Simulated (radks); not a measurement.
# Valence configurations of Ho

Aim: which of several valence configurations of Ho lies lowest at this level, and whether it is the one NIST lists ([Xe] 4f11 6s2).

The numbers are computed with radks (a radial shooting solver on a logarithmic mesh, Libxc functionals) version 1 (Dirac Kohn-Sham, LDA (Slater exchange, Perdew-Wang correlation), spin-unpolarised, spherical densities, point nucleus; open shells fill j = l - 1/2 first), except any that are marked as measured or tabulated.

2 further runs of the same task are left out: 2 that didn't finish.

## 1. The atom as given

- element: holmium (Z = 67)
- charge: 0
- electrons: 67
- configuration: [Xe] 4f11 6s2
- others tried: 4f11 6s1 6p1; 4f10 6s2 6p1; 4f9 5d2 6s2; 4f11 5d0.5 6s1.5; 4f11.5 6s1.5; 4f11 5d1 6s1; 4f10 5d1 6s2

## 2. [Xe] 4f11 6s2

The run's settings:

```text
Z 67
configuration [Xe] 4f11 6s2
relativity Dirac
functional lda,pw
spin unpolarised
j_filling energy
nucleus point
c 137.035999084
```

## 3. [Xe] 4f11 6s1 6p1

Changes since step 2:

```diff
@@ -1,3 +1,3 @@
 Z 67
-configuration [Xe] 4f11 6s2
+configuration [Xe] 4f11 6s1 6p1
 relativity Dirac
```

## 4. [Xe] 4f10 6s2 6p1

Changes since step 3:

```diff
@@ -1,3 +1,3 @@
 Z 67
-configuration [Xe] 4f11 6s1 6p1
+configuration [Xe] 4f10 6s2 6p1
 relativity Dirac
```

## 5. [Xe] 4f9 5d2 6s2

Changes since step 4:

```diff
@@ -1,3 +1,3 @@
 Z 67
-configuration [Xe] 4f10 6s2 6p1
+configuration [Xe] 4f9 5d2 6s2
 relativity Dirac
```

## 6. [Xe] 4f11 5d0.5 6s1.5

Changes since step 5:

```diff
@@ -1,3 +1,3 @@
 Z 67
-configuration [Xe] 4f9 5d2 6s2
+configuration [Xe] 4f11 5d0.5 6s1.5
 relativity Dirac
```

## 7. [Xe] 4f11.5 6s1.5

The run's settings:

```text
Z 67
configuration [Xe] 4f11.5 6s1.5
relativity Dirac
functional lda,pw
spin unpolarised
j_filling energy
nucleus point
c 137.035999084
```

## 8. [Xe] 4f11 5d1 6s1

Changes since step 7:

```diff
@@ -1,3 +1,3 @@
 Z 67
-configuration [Xe] 4f11.5 6s1.5
+configuration [Xe] 4f11 5d1 6s1
 relativity Dirac
```

## 9. [Xe] 4f10 5d1 6s2

Changes since step 8:

```diff
@@ -1,3 +1,3 @@
 Z 67
-configuration [Xe] 4f11 5d1 6s1
+configuration [Xe] 4f10 5d1 6s2
 relativity Dirac
```

**Question.** What will these runs give? Wanted: for each run, valence; E − E(NIST configuration); highest level; its energy; 1s shift.

The runs gave:

```
         valence  E − E(NIST configuration) (eV)  highest level  its energy (eV)  1s shift (eV)
        4f11 6s2                           0.000          4f7/2           -2.842          +0.00
    4f11.5 6s1.5                           1.190          4f7/2           -0.014          +2.89
4f11 5d0.5 6s1.5                           1.330          5d3/2           -1.107          +0.43
    4f11 6s1 6p1                           2.644          6p1/2           -1.953          -1.29
    4f11 5d1 6s1                           2.695          5d3/2           -0.992          +0.69
    4f10 5d1 6s2                           3.860          5d3/2           -2.483          -6.32
    4f10 6s2 6p1                           5.351          6p1/2           -2.415          -9.40
     4f9 5d2 6s2                          12.967          5d3/2           -3.550         -13.44
```

Theory agrees with NIST among these: the next, 4f11.5 6s1.5, lies 1.190 eV higher. The energies are those of spherical spin-averaged densities, not of single terms. The 1s eigenvalue shifts by up to 13.44 eV as the valence charge is rearranged.
